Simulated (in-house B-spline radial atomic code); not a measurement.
# W⁷⁺: excited configurations

Wanted: excitation energies of W⁷⁺ as differences of total energies (ΔSCF).

Method: Dirac-Hartree-Fock, average of configuration, Fermi nucleus, basis-set limit. Code: in-house B-spline radial atomic code version 1.

## Step 1: The system

* element: tungsten (Z = 74)
* charge: +7
* electrons: 67
* configuration: [Xe] 4f13
* Hamiltonian: Dirac-Coulomb
* nucleus: Fermi, rms radius 5.366 fm

Outer shells as boxes (Hund's rule):

[Xe] 4f13
```
[Xe] core
4f [↑↓][↑↓][↑↓][↑↓][↑↓][↑↓][↑ ]
```

The boxes draw the filling by Hund's rule, which heavy ions in jj coupling don't follow; these runs average over all states of the configuration.

Input settings:

```ini
Z = 74
electrons = 67.0
configuration = [Xe] 4f13
hamiltonian = dirac
method = hf
spin_polarised = False
nucleus = fermi
rms_radius = 5.3658
mass_number = 184
atomic_mass = 183.95093318
speed_of_light = 137.035999084
```

From the earlier run of the reference: total energy -16144.642675 hartree. Levels, eight at most:

```csv
orbital,occupation,energy (eV),<r> (bohr)
4p3/2,4,-557.99,0.4854
4d3/2,4,-386.06,0.5024
4d5/2,6,-372.89,0.5133
5s1/2,2,-190.78,1.037
4f5/2,5.57143,-156.89,0.5712
4f7/2,7.42857,-154.42,0.5786
5p1/2,2,-154.28,1.112
5p3/2,4,-142.18,1.185
```

## Step 2: [Kr] 4d10 4f13 5s2 5p5 5f1

Input settings:

```ini
Z = 74
electrons = 67.0
configuration = [Kr] 4d10 4f13 5s2 5p5 5f1
hamiltonian = dirac
method = hf
spin_polarised = False
nucleus = fermi
rms_radius = 5.3658
mass_number = 184
atomic_mass = 183.95093318
speed_of_light = 137.035999084
```

## Step 3: Run with [Kr] 4d9 4f13 5s2 5p6 7p1

The settings differ from step 2 so:

```diff
@@ -2,3 +2,3 @@
 electrons = 67.0
-configuration = [Kr] 4d10 4f13 5s2 5p5 5f1
+configuration = [Kr] 4d9 4f13 5s2 5p6 7p1
 hamiltonian = dirac
```

## Step 4: Configuration [Kr] 4d10 4f13 5s2 5p5 9f1

The settings differ from step 3 so:

```diff
@@ -2,3 +2,3 @@
 electrons = 67.0
-configuration = [Kr] 4d9 4f13 5s2 5p6 7p1
+configuration = [Kr] 4d10 4f13 5s2 5p5 9f1
 hamiltonian = dirac
```

## Step 5: Run with [Kr] 4d10 4f13 5s2 5p5 8p1

The settings differ from step 4 so:

```diff
@@ -2,3 +2,3 @@
 electrons = 67.0
-configuration = [Kr] 4d10 4f13 5s2 5p5 9f1
+configuration = [Kr] 4d10 4f13 5s2 5p5 8p1
 hamiltonian = dirac
```

## Step 6: [Xe] 4f12 9f1

The settings differ from step 5 so:

```diff
@@ -2,3 +2,3 @@
 electrons = 67.0
-configuration = [Kr] 4d10 4f13 5s2 5p5 8p1
+configuration = [Xe] 4f12 9f1
 hamiltonian = dirac
```

## Step 7: [Xe] 4f12 6g1

The settings differ from step 6 so:

```diff
@@ -2,3 +2,3 @@
 electrons = 67.0
-configuration = [Xe] 4f12 9f1
+configuration = [Xe] 4f12 6g1
 hamiltonian = dirac
```

Q: How far above the reference does each configuration lie (order and size, in eV)?

The runs gave:

| net move | configuration | energy above the reference (eV) | with Breit, QED, recoil (eV) | largest <r> (bohr) |
| --- | --- | --- | --- | --- |
| 5p → 5f | [Kr] 4d10 4f13 5s2 5p5 5f1 | 90.907 | 90.731 | 2.24 |
| 5p → 8p | [Kr] 4d10 4f13 5s2 5p5 8p1 | 118.20 | 118.05 | 5.98 |
| 4f → 6g | [Xe] 4f12 6g1 | 124.77 | 124.97 | 5.36 |
| 5p → 9f | [Kr] 4d10 4f13 5s2 5p5 9f1 | 131.92 | 131.76 | 11.3 |
| 4f → 9f | [Xe] 4f12 9f1 | 135.68 | 135.88 | 11.3 |
| 4d → 7p | [Kr] 4d9 4f13 5s2 5p6 7p1 | 330.06 | 329.85 | 3.99 |

Quantum defects of the promoted electron, δ = n − ζ/√(−2ε) with ζ = 8 and ε its orbital energy in hartree:

| promotion | δ |
| --- | --- |
| 5p → 8p | 2.350 |
| 4f → 6g | 0.042 |
| 5p → 9f | 0.983 |
| 4f → 9f | 1.002 |
| 4d → 7p | 2.383 |

**Reading.** At the bottom stands 5p → 5f (90.907 eV), at the top 4d → 7p (330.06 eV). Koopmans' estimate of the ionisation threshold is 142.18 eV; 1 configuration exceeds it by over 2 % and could autoionise. Of those tabulated, the defect is largest for 7p (2.38) and least for 6g (0.04): low angular momentum penetrates the core, high angular momentum stays outside it. Two partly filled shells share a symmetry and can mix in the average, which may lower the energy, for: 5p → 5f; 5p → 8p; 5p → 9f; 4f → 9f. These are averages over configurations, without correlation, not spectroscopic levels.
